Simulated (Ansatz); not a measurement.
# WH3 (octet): wave-function methods side by side, def2-SVP

An exercise on one series of results from a longer session: the logs are not shown, and one member is left open.

Method: def2-SVP, core rule «outside noble gas», up to 4 orbitals frozen; program: Ansatz 0.2.0, Gaussian basis.

Plan: UHF; CCSD(T) on ROHF; CCSD(T) on UHF; CISD as a restricted active space (open shells left free, so some higher excitations enter); CCSDT(Q) on ROHF; CCSDT(Q) on UHF; CASSCF and MRCISD+Q, 9 electrons in 9 orbitals; CASSCF and NEVPT2, 9 electrons in 9 orbitals.

24 further runs of the same task are left out: 5 for a known fault of the program, 7 that didn't finish, 12 set aside as unsound or not needed. Runs told in other sessions of the task aren't counted.

## What is computed

The geometry is a PBE0/def2-TZVP stationary point (not a proven minimum) of the parent state, kept for this charge and spin. No spin-orbit coupling is included. Elements past krypton take def2 core potentials.

4 atoms, charge 0, spin multiplicity 8.

Atoms are counted from 1 here; the program's logs count them from 0.

Bond lengths: W1–H2 1.697 Å, W1–H3 1.809 Å, W1–H4 1.809 Å. Angles: H2–W1–H3 90.2°, H2–W1–H4 90.2°, H3–W1–H4 179.6°.

Set-up of the first run:

Contents of in.yaml:

```yaml
crystal:
  periodic: [false, false, false]
  atoms:
    - {symbol: W, position_ang: [0.000000, -0.009090, 0.000000]}
    - {symbol: H, position_ang: [0.000000, 1.688316, 0.000000]}
    - {symbol: H, position_ang: [0.000000, -0.015207, 1.808801]}
    - {symbol: H, position_ang: [0.000000, -0.015207, -1.808801]}
basis:
  gaussian: {orbitals: def2-SVP}
magnetization: {spin_polarized: true, initial_magnetization: 7}
hamiltonian: {xc: hf}
output: {orbitals: {seedname: orbitals}}
```

Run with:

```
ansatz run in.yaml --threads 1 --pin off --events-out ev --progress --plain --max-ram 2393MiB
```

Among the steps run: UHF; CCSD(T) on ROHF; CCSD(T) on UHF; CISD as a restricted active space (open shells left free, so some higher excitations enter); CCSDT(Q) on ROHF; CCSDT(Q) on UHF; CASSCF and MRCISD+Q, 9 electrons in 9 orbitals; CASSCF and NEVPT2, 9 electrons in 9 orbitals.

One of the session's tables, all rows but one given; the rest of the session is left out.

| method | from RCCSDT(Q) (kcal/mol) |
| --- | --- |
| UHF | +81.76 |
| RMP2 | +12.94 |
| UMP2 | +12.92 |
| RCCSD | +2.95 |
| UCCSD | ? |
| RCCSD(T) | +0.62 |
| UCCSD(T) | -1.24 |
| RCCSDT | +0.18 |
| UCCSDT | -1.62 |
| RCCSDT(Q) | 0 |
| UCCSDT(Q) | -1.79 |
| CASSCF valence | +70.51 |
| NEVPT2 valence | +17.52 |
| MRCISD valence | +5.86 |
| MRCISD+Q valence | +1.80 |

**Question.** Estimate the row for UCCSD.

The run gave: from RCCSDT(Q) (kcal/mol): +0.96. In the column «from RCCSDT(Q) (kcal/mol)» it lies between RCCSD(T) (+0.62) and MRCISD+Q valence (+1.80).

Not comparable, so not listed: CISD as a restricted active space (open shells left free, so some higher excitations enter) (they don't share determinant, frozen orbitals or solution with the rows shown, or repeat one).

Caveats from the session: The report flags that the cluster equations may have other roots. Left out of the table: ROHF (another determinant or state than the rows shown). The program flags RCCSD(T), UCCSD(T), RCCSDT(Q), UCCSDT(Q) as in doubt, so the zero of the table is itself unsure. Warnings: coupled cluster took another determinant than the lowest. Restricted and unrestricted rows rest on different reference determinants; a gap between their highest levels can come from leftover correlation error, from unlike frozen cores or from another state.
